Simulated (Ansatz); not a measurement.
# AlBrH₃OSi radical: basis-set convergence

One table from this session's results is given with a row withheld; the runs are named, their logs left out.

Program: Ansatz 0.2.0, Gaussian basis. Level of theory: one geometry, several basis sets. These are calculated values, not measurements.

Plan: PBE0-D4/def2-SVP; ωB97M-V/def2-SVP; PBE0-D4/def2-QZVPP; ωB97M-V/def2-QZVPP; the functionals' def2-TZVPP values are taken from earlier runs.

## The geometry

An earlier PBE0-D4 in a triple-zeta def2 set relaxation fixed the geometry.

SMILES `[SiH3][O][Al][Br]`, 7 atoms, charge 0, spin multiplicity 2.

Atoms are counted from 1 here; the program's logs count them from 0.

Bond lengths: Si1–O2 1.631 Å, Si1–H5 1.486 Å, Si1–H6 1.486 Å, Si1–H7 1.486 Å, O2–Al3 1.676 Å, Al3–Br4 2.275 Å. Angles: O2–Si1–H5 110.2°, O2–Si1–H6 109.6°, O2–Si1–H7 109.6°, H5–Si1–H6 109.1°, H5–Si1–H7 109.1°, H6–Si1–H7 109.1°, Si1–O2–Al3 175.4°, O2–Al3–Br4 119.4°.

Set-up of the first run:

File in.yaml:

```yaml
crystal:
  periodic: [false, false, false]
  atoms:
    - {symbol: Si, position_ang: [0.219735, 1.113727, 0.067150]}
    - {symbol: O, position_ang: [0.164805, -0.487228, 0.371472]}
    - {symbol: Al, position_ang: [0.042756, -2.146668, 0.568374]}
    - {symbol: Br, position_ang: [-1.082061, -3.376064, -0.980821]}
    - {symbol: H, position_ang: [-0.507939, 1.422896, -1.190979]}
    - {symbol: H, position_ang: [-0.410472, 1.857374, 1.188847]}
    - {symbol: H, position_ang: [1.634375, 1.547965, -0.069543]}
basis:
  gaussian: {orbitals: def2-SVP}
magnetization: {spin_polarized: true, initial_magnetization: 1}
hamiltonian: {xc: pbe0, dispersion: d4}
output: {orbitals: {seedname: orbitals}}
```

Among the steps run: PBE0-D4 in def2-SVP; ωB97M-V in def2-SVP; PBE0-D4 in def2-QZVPP; ωB97M-V in def2-QZVPP.

One of the session's tables, all rows but one given; the rest of the session is left out.

It belongs to the step «Density functionals: the series». 

| functional | basis | HOMO (eV) | LUMO (eV) |
| --- | --- | --- | --- |
| PBE0-D4 | def2-SVP | -6.35 | -3.02 |
| PBE0-D4 | def2-TZVPP | -6.44 | -3.06 |
| PBE0-D4 | def2-QZVPP | -6.44 | -3.08 |
| ωB97M-V | def2-SVP | -8.00 | -1.64 |
| ωB97M-V | def2-TZVPP | ? | ? |
| ωB97M-V | def2-QZVPP | -8.14 | -1.72 |

Estimate the missing values for ωB97M-V, def2-TZVPP.

**Answer.** HOMO (eV): -8.10; LUMO (eV): -1.67. In the column «HOMO (eV)» it lies between ωB97M-V, def2-QZVPP (-8.14) and ωB97M-V, def2-SVP (-8.00).
